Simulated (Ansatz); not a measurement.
# C2H7BrO2Si: up Jacob's ladder to CCSD(T)

An exercise on one series of results from a longer session: the logs are not shown, and one member is left open.

Computed with Ansatz 0.2.0, Gaussian basis. Level: functionals in def2-TZVPP, the program's frozen cores in correlated methods.

The runs, in order: PBE-D4, r2SCAN-D4, PBE0-D4, B3LYP-D4, ωB97X-V, ωB97M-V, B2PLYP; CCSD(T)/def2-TZVPP; MP2/def2-QZVPP; extrapolation to the limit.

**The geometry**

The geometry comes from an earlier relaxation with PBE0-D4 in a triple-zeta def2 set; it is a stationary point, not always the lowest conformer.

SMILES `CO[SiH](Br)OC`, 13 atoms, charge 0, spin multiplicity 1.

Atoms are counted from 1 here; the program's logs count them from 0.

Bond lengths: C1–O2 1.414 Å, C1–H7 1.093 Å, C1–H8 1.095 Å, C1–H9 1.090 Å, O2–Si3 1.618 Å, Si3–Br4 2.210 Å, Si3–O5 1.625 Å, Si3–H10 1.480 Å, O5–C6 1.411 Å, C6–H11 1.094 Å, C6–H12 1.095 Å, C6–H13 1.090 Å. Angles: O2–C1–H7 111.0°, O2–C1–H8 111.3°, O2–C1–H9 107.8°, H7–C1–H8 109.0°, H7–C1–H9 109.1°, H8–C1–H9 108.6°, C1–O2–Si3 124.3°, O2–Si3–Br4 107.0°, O2–Si3–O5 108.7°, O2–Si3–H10 112.7°, Br4–Si3–O5 111.0°, Br4–Si3–H10 107.4°, O5–Si3–H10 110.1°, Si3–O5–C6 125.0°, O5–C6–H11 110.8°, O5–C6–H12 111.5°, O5–C6–H13 108.0°, H11–C6–H12 108.8° and more.

The first run:

Input file in.yaml:

```yaml
crystal:
  periodic: [false, false, false]
  atoms:
    - {symbol: C, position_ang: [0.696494, 1.674145, -1.547769]}
    - {symbol: O, position_ang: [-0.180167, 1.681044, -0.437761]}
    - {symbol: Si, position_ang: [-0.207041, 0.541724, 0.710221]}
    - {symbol: Br, position_ang: [-1.940082, 0.975999, 2.011394]}
    - {symbol: O, position_ang: [-0.363647, -0.910549, -0.001916]}
    - {symbol: C, position_ang: [-0.430792, -2.143735, 0.681423]}
    - {symbol: H, position_ang: [0.532639, 0.791255, -2.171241]}
    - {symbol: H, position_ang: [1.743809, 1.695259, -1.228180]}
    - {symbol: H, position_ang: [0.494507, 2.568707, -2.137445]}
    - {symbol: H, position_ang: [1.002334, 0.561909, 1.563931]}
    - {symbol: H, position_ang: [-1.366339, -2.227247, 1.242196]}
    - {symbol: H, position_ang: [0.408598, -2.265665, 1.374654]}
    - {symbol: H, position_ang: [-0.390312, -2.942834, -0.059516]}
basis:
  gaussian: {orbitals: def2-TZVPP}
hamiltonian: {xc: pbe, dispersion: d4}
output: {forces: true, orbitals: {seedname: orbitals}}
```

Run with:

```
> ansatz run in.yaml --threads 2 --pin off --events-out ev --progress --plain --max-ram 32768MiB --backend cuda --devices 0, --max-vram 18GiB
```

Among the steps run: PBE-D4 (GGA); r2SCAN-D4 (meta-GGA); PBE0-D4 (hybrid); B3LYP-D4 (hybrid); ωB97X-V (range-separated); ωB97M-V (range-separated); B2PLYP (double hybrid); CCSD(T) in def2-TZVPP; MP2 in def2-QZVPP.

One table of the session follows, with a row left open; its other results are not shown here.

| method | atomisation energy (kJ/mol) |
| --- | --- |
| PBE-D4 | 4979.0 |
| r2SCAN-D4 | 4924.3 |
| PBE0-D4 | 4896.1 |
| B3LYP-D4 | 4896.9 |
| ωB97X-V | 4923.2 |
| ωB97M-V | 4920.9 |
| B2PLYP | 4854.0 |
| HF/def2-TZVPP | 3590.5 |
| MP2/def2-TZVPP | 4886.5 |
| CCSD/def2-TZVPP | 4721.8 |
| CCSD(T)/def2-TZVPP | ? |
| MP2/CBS | 5025.7 |
| CCSD(T)/CBS | 4930.4 |

Estimate the missing values for CCSD(T)/def2-TZVPP.

As computed: atomisation energy (kJ/mol): 4791.2. In the column «atomisation energy (kJ/mol)» it lies between CCSD/def2-TZVPP (4721.8) and B2PLYP (4854.0).
